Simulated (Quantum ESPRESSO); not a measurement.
WAu:

```
W Au
1.0
     0.00000    2.90921    2.90921
     2.90921    0.00000    2.90921
     2.90921    2.90921    0.00000
W Au
1 1
Direct
  0.00000 0.00000 0.00000
  0.75000 0.75000 0.75000
```

The cell was built by a generator and needn't be a form met in nature.

* Program: Quantum ESPRESSO 7.5
* Task: phonons
* Functional: LDA
* Potentials or basis: PseudoDojo 0.4.1 SR LDA standard
* Cutoff: 952 eV
* Density cutoff: 3810 eV
* k mesh: 7 × 7 × 7
* Occupations: cold, width 0.2 eV
* Spin: no spin polarisation
* Form of the LDA correlation: PW92
* Mixing beta: 0.5
* Most SCF iterations: 120
* SCF threshold: 4e-10 Ry

The cell and the atoms were relaxed first, to 23.15 Å³/atom (a = 4.030 Å, b = 4.030 Å, c = 4.030 Å, α = 60.00°, β = 60.00°, γ = 60.00°), and the response was taken there.

At Γ the optical frequencies are 203 203 203 cm⁻¹, at a pressure of -0.1 GPa.

**Question.** How do the modes respond when the cell is scaled evenly, at fixed shape?

**Answer.** The highest mode has a Grüneisen parameter of 1.78 and moves by +2.4 cm⁻¹ per GPa. None of the listed modes softens on compression. The pressures give a bulk modulus of about 152 GPa.

Frequencies at 99 % and 101 % of the volume (pressures 1.5 and -1.6 GPa), ions relaxed:
```
mode  99 % (cm⁻¹)  101 % (cm⁻¹)  Grüneisen parameter
   4        207.0         199.8                 1.78
   5        207.0         199.8                 1.78
   6        207.0         199.8                 1.78
```

Modes are matched by their order; those that don't vary smoothly over the three volumes are left out.

Caveat: the mesh is thin for the phonons of a metal.
